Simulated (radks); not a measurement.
# The Coulomb parameter U of the 4d shell of Zr

The task here is to estimate one member of a computed series from the others.

Method: scalar-relativistic Kohn-Sham, BLYP, spin-unpolarised, spherical densities, finite nucleus. Code: radks (a radial shooting solver on a logarithmic mesh, Libxc functionals) version 1.

**What is computed**

* element: zirconium (Z = 40)
* charge: 0
* electrons: 40
* configuration: [Kr] 4d3 5s1
* nuclear rms radius: 4.2694 fm

The outer shells:

Zr
```
[Kr] core
4d [↑ ][↑ ][↑ ][  ][  ]
5s [↑ ]
```

The first run:

Settings of this run:

```text
Z 40
configuration [Kr] 4d3 5s1
relativity scalar-relativistic
functional b88,lyp
spin unpolarised
nucleus finite rms 4.2694 fm
c 137.035999084
```

Among the steps run: Start: [Kr] 4d3 5s1.

One of the session's tables, all rows but one given; the rest of the session is left out.

Sizes of the orbitals, from the radial functions (bohr):

| level | <r> | outermost maximum (interpolated) | 90 % within | nodes |
| --- | --- | --- | --- | --- |
| 2p | 0.1417 | 0.109 | 0.231 | 0 |
| 3s | 0.4587 | 0.408 | 0.679 | 2 |
| 3p | 0.4623 | 0.402 | 0.700 | 1 |
| 3d | 0.4527 | 0.347 | 0.728 | 0 |
| 4s | ? | ? | ? | ? |
| 4p | 1.378 | 1.18 | 2.06 | 2 |
| 5s | 3.891 | 3.22 | 5.85 | 4 |
| 4d | 2.535 | 1.65 | 4.33 | 1 |

**Question.** Estimate the row for 4s.

The run gave: <r>: 1.216; outermost maximum (interpolated): 1.08; 90 % within: 1.78; nodes: 3. In the column «<r>» it lies between 3p (0.4623) and 4p (1.378).
